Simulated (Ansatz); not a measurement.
# CH₆OSSi: basis-set convergence

One table from this session's results is given with a row withheld; the runs are named, their logs left out.

The runs use Ansatz 0.2.0, Gaussian basis; one geometry, several basis sets.

The runs, in order: PBE0-D4/def2-SVP; ωB97M-V/def2-SVP; PBE0-D4/def2-QZVPP; ωB97M-V/def2-QZVPP; the functionals' def2-TZVPP values are taken from earlier runs.

**The geometry**

An earlier PBE0-D4 in a triple-zeta def2 set relaxation fixed the geometry.

SMILES `CS[SiH2]O`, 10 atoms, charge 0, spin multiplicity 1.

Atoms are counted from 1 here; the program's logs count them from 0.

Bond lengths: C1–S2 1.818 Å, C1–H5 1.089 Å, C1–H6 1.090 Å, C1–H7 1.089 Å, S2–Si3 2.119 Å, Si3–O4 1.646 Å, Si3–H8 1.485 Å, Si3–H9 1.481 Å, O4–H10 0.959 Å. Angles: S2–C1–H5 111.0°, S2–C1–H6 110.8°, S2–C1–H7 106.9°, H5–C1–H6 109.9°, H5–C1–H7 109.1°, H6–C1–H7 109.0°, C1–S2–Si3 99.7°, S2–Si3–O4 113.6°, S2–Si3–H8 104.0°, S2–Si3–H9 110.9°, O4–Si3–H8 112.4°, O4–Si3–H9 103.8°, H8–Si3–H9 112.2°, Si3–O4–H10 116.7°.

As a file:

```mol
CH6OSSi
  3D, bonds by distance, orders not assigned

 10  9  0  0  0  0  0  0  0  0999 V2000
   -1.3378    0.2397   -1.0254 C   0  0
   -0.7668   -1.1930   -0.0622 S   0  0
    0.7453   -0.2654    1.0967 Si  0  0
    1.9959    0.3218    0.2012 O   0  0
   -0.5273    0.6600   -1.6192 H   0  0
   -1.7533    1.0049   -0.3700 H   0  0
   -2.1198   -0.1188   -1.6938 H   0  0
    1.1750   -1.3256    2.0440 H   0  0
    0.2187    0.9295    1.7955 H   0  0
    2.4530   -0.3040   -0.3638 H   0  0
  1  2  8  0
  2  3  8  0
  3  4  8  0
  1  5  8  0
  1  6  8  0
  1  7  8  0
  3  8  8  0
  3  9  8  0
  4 10  8  0
M  END
```

The first run:

in.yaml

```yaml
crystal:
  periodic: [false, false, false]
  atoms:
    - {symbol: C, position_ang: [-1.337787, 0.239691, -1.025440]}
    - {symbol: S, position_ang: [-0.766757, -1.193047, -0.062156]}
    - {symbol: Si, position_ang: [0.745344, -0.265425, 1.096705]}
    - {symbol: O, position_ang: [1.995865, 0.321789, 0.201153]}
    - {symbol: H, position_ang: [-0.527283, 0.659985, -1.619197]}
    - {symbol: H, position_ang: [-1.753316, 1.004902, -0.370050]}
    - {symbol: H, position_ang: [-2.119817, -0.118827, -1.693827]}
    - {symbol: H, position_ang: [1.175007, -1.325645, 2.044031]}
    - {symbol: H, position_ang: [0.218718, 0.929464, 1.795495]}
    - {symbol: H, position_ang: [2.453026, -0.303987, -0.363814]}
basis:
  gaussian: {orbitals: def2-SVP}
hamiltonian: {xc: pbe0, dispersion: d4}
output: {orbitals: {seedname: orbitals}}
```

Launch:

```bash
$ ansatz run in.yaml --threads 2 --pin off --events-out ev --progress --plain --max-ram 4352MiB
```

Among the steps run: PBE0-D4 in def2-SVP; ωB97M-V in def2-SVP; PBE0-D4 in def2-QZVPP; ωB97M-V in def2-QZVPP.

One table of the session follows, with a row left open; its other results are not shown here.

It belongs to the step «Functionals by basis». 

```
functional       basis  HOMO (eV)  LUMO (eV)
   PBE0-D4    def2-SVP          ?          ?
   PBE0-D4  def2-TZVPP      -7.08       0.25
   PBE0-D4  def2-QZVPP      -7.12       0.00
   ωB97M-V    def2-SVP      -9.15       2.64
   ωB97M-V  def2-TZVPP      -9.28       1.89
   ωB97M-V  def2-QZVPP      -9.32       1.41
```

**Question.** Estimate the row for PBE0-D4, def2-SVP.

As computed: HOMO (eV): -6.98; LUMO (eV): 0.79. In the column «HOMO (eV)» it is the highest.
